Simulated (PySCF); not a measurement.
# W: excitation energy in aug-cc-pVQZ-PP with ECP60

Wanted: the excitation energy of tungsten, up a ladder of methods.

Method: unrestricted determinants in a Gaussian basis, no spin-orbit coupling in the energies. Code: PySCF 2.14.0.

### Step 1. The system

```
Element                                   : tungsten (Z = 74)
Basis                                     : aug-cc-pVQZ-PP with ECP60MDF
Hamiltonian                               : a scalar-relativistic core potential
State 1                                   : W: [Xe] 4f14 5d4 6s1 7s1, high-spin 7D determinant (an excited configuration)
Needed too, but not shown                 : W [Xe] 4f14 5d4 6s2 (5D)
Methods                                   : UHF, LDA, PBE, PBE0, r2SCAN, MN15, BHandHLYP, TPSSh, MP2
Core shells frozen in the correlated runs : valence: 5s2 5p6 (for W)
```

The outer shells:

W [Xe] 4f14 5d4 6s1 7s1
```
[Xe] core
4f [↑↓][↑↓][↑↓][↑↓][↑↓][↑↓][↑↓]
5d [↑ ][↑ ][↑ ][↑ ][  ]
6s [↑ ]
7s [↑ ]
```

The runs were made by one driver on top of PySCF. The scripts below sum up each run's settings (the driver also hands on starting orbitals that pick excited configurations, and frozen orbitals as a list rather than a count), and the logs come from the driver's own runs. The driver starts from symmetry-adapted Hartree-Fock orbitals, holds the occupation by maximum overlap and uses a logarithmic radial grid for functionals, so a plain start would take other cycles.

The integrals over 135 functions and the set-up took 16 s of CPU time.

### Step 2. W [Xe] 4f14 5d4 6s1 7s1

UHF:

Input file input.py:

```python
from pyscf import gto, scf, dft, mp, cc
import basis_set_exchange as bse
txt = bse.get_basis("aug-cc-pVQZ-PP", elements=["W"], fmt="nwchem", header=False)
cut = txt.index("\nECP")
mol = gto.M(atom="W 0 0 0", charge=0, spin=6, symmetry="D2h",
            basis=gto.basis.parse(txt[:cut]),
            ecp={"W": gto.basis.parse_ecp(txt[cut:])})
mf = scf.UHF(mol)
mf.irrep_nelec = {'Ag': (4, 1), 'B1g': (1, 0), 'B2g': (1, 0), 'B3g': (1, 0), 'B1u': (1, 1), 'B2u': (1, 1), 'B3u': (1, 1)}
mf.kernel()
```

LDA:

input.py, as changed from the run before:

```diff
@@ -7,3 +7,3 @@
             ecp={"W": gto.basis.parse_ecp(txt[cut:])})
-mf = scf.UHF(mol)
+mf = dft.UKS(mol, xc="LDA,VWN")
 mf.irrep_nelec = {'Ag': (4, 1), 'B1g': (1, 0), 'B2g': (1, 0), 'B3g': (1, 0), 'B1u': (1, 1), 'B2u': (1, 1), 'B3u': (1, 1)}
```

PBE:

input.py, as changed from the run before:

```diff
@@ -7,3 +7,3 @@
             ecp={"W": gto.basis.parse_ecp(txt[cut:])})
-mf = dft.UKS(mol, xc="LDA,VWN")
+mf = dft.UKS(mol, xc="PBE")
 mf.irrep_nelec = {'Ag': (4, 1), 'B1g': (1, 0), 'B2g': (1, 0), 'B3g': (1, 0), 'B1u': (1, 1), 'B2u': (1, 1), 'B3u': (1, 1)}
```

PBE0:

input.py, as changed from the run before:

```diff
@@ -7,3 +7,3 @@
             ecp={"W": gto.basis.parse_ecp(txt[cut:])})
-mf = dft.UKS(mol, xc="PBE")
+mf = dft.UKS(mol, xc="PBE0")
 mf.irrep_nelec = {'Ag': (4, 1), 'B1g': (1, 0), 'B2g': (1, 0), 'B3g': (1, 0), 'B1u': (1, 1), 'B2u': (1, 1), 'B3u': (1, 1)}
```

r2SCAN:

input.py, as changed from the run before:

```diff
@@ -7,3 +7,3 @@
             ecp={"W": gto.basis.parse_ecp(txt[cut:])})
-mf = dft.UKS(mol, xc="PBE0")
+mf = dft.UKS(mol, xc="R2SCAN")
 mf.irrep_nelec = {'Ag': (4, 1), 'B1g': (1, 0), 'B2g': (1, 0), 'B3g': (1, 0), 'B1u': (1, 1), 'B2u': (1, 1), 'B3u': (1, 1)}
```

MN15:

input.py, as changed from the run before:

```diff
@@ -7,3 +7,3 @@
             ecp={"W": gto.basis.parse_ecp(txt[cut:])})
-mf = dft.UKS(mol, xc="R2SCAN")
+mf = dft.UKS(mol, xc="MN15")
 mf.irrep_nelec = {'Ag': (4, 1), 'B1g': (1, 0), 'B2g': (1, 0), 'B3g': (1, 0), 'B1u': (1, 1), 'B2u': (1, 1), 'B3u': (1, 1)}
```

BHandHLYP:

input.py, as changed from the run before:

```diff
@@ -7,3 +7,3 @@
             ecp={"W": gto.basis.parse_ecp(txt[cut:])})
-mf = dft.UKS(mol, xc="MN15")
+mf = dft.UKS(mol, xc="BHANDHLYP")
 mf.irrep_nelec = {'Ag': (4, 1), 'B1g': (1, 0), 'B2g': (1, 0), 'B3g': (1, 0), 'B1u': (1, 1), 'B2u': (1, 1), 'B3u': (1, 1)}
```

TPSSh:

input.py, as changed from the run before:

```diff
@@ -7,3 +7,3 @@
             ecp={"W": gto.basis.parse_ecp(txt[cut:])})
-mf = dft.UKS(mol, xc="BHANDHLYP")
+mf = dft.UKS(mol, xc="TPSSH")
 mf.irrep_nelec = {'Ag': (4, 1), 'B1g': (1, 0), 'B2g': (1, 0), 'B3g': (1, 0), 'B1u': (1, 1), 'B2u': (1, 1), 'B3u': (1, 1)}
```

MP2 (valence):

input.py, as changed from the run before:

```diff
@@ -7,4 +7,5 @@
             ecp={"W": gto.basis.parse_ecp(txt[cut:])})
-mf = dft.UKS(mol, xc="TPSSH")
+mf = scf.UHF(mol)
 mf.irrep_nelec = {'Ag': (4, 1), 'B1g': (1, 0), 'B2g': (1, 0), 'B3g': (1, 0), 'B1u': (1, 1), 'B2u': (1, 1), 'B3u': (1, 1)}
 mf.kernel()
+mp.UMP2(mf, frozen=4).kernel()
```

What does the calculation give?

The runs gave:

| quantity | value |
| --- | --- |
| excitation energy, W → [Xe] 4f14 5d4 6s1 7s1 | UHF 3.568, MP2 (valence) 4.854 eV |

The methods span 1.911 eV, from UHF (3.568) to MN15 (5.479). No reference value is at hand in this session. The basis is finite, and no extrapolation was made.
